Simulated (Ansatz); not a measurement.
The system is Ge3Pd.

```
CELL_PARAMETERS angstrom
4.14202 0.00000 0.00000
0.00000 4.14202 0.00000
0.00000 0.00000 4.14202
ATOMIC_POSITIONS crystal
Pd 0.00000 0.00000 0.00000
Ge 0.50000 0.50000 0.00000
Ge 0.50000 0.00000 0.50000
Ge 0.00000 0.50000 0.50000
```

The cell comes from a database or a generator and needn't be the stable form of this composition.

Base run:

| Property | Result |
| --- | --- |
| Program | Ansatz 0.2.0 |
| Functional | PBEsol |
| Potentials or basis | Ansatz PAW |
| Cutoff | 420 eV (not typed: the program's choice for these potentials) |
| k mesh | 7 × 7 × 7 |
| Occupations | fermi-dirac, width 0.05 eV |
| Spin | no spin polarisation |
| Hubbard terms | Pd d U = 2 eV |

Its results: band gap on the k mesh none (metal or under the smearing width); pressure -4.4 GPa.

Q: After a change of settings the same cell gave: band gap on the k mesh none (metal or under the smearing width); pressure -3.7 GPa. Which change was it?
A. hubbard terms from Pd d U = 2 eV to Pd d U = 5 eV
B. hubbard terms from Pd d U = 2 eV to Pd d U = 8 eV
C. hubbard terms from Pd d U = 2 eV to none; hubbard projectors from ortho-atomic (the default) to none

A: A.

Caveats: U without spin polarisation on a metal has little footing; the PAW data sets come from PBE, with cores solved anew for the run's functional, which leaves a small shift of forces and pressure; the U is typed as a test and isn't derived for this compound.
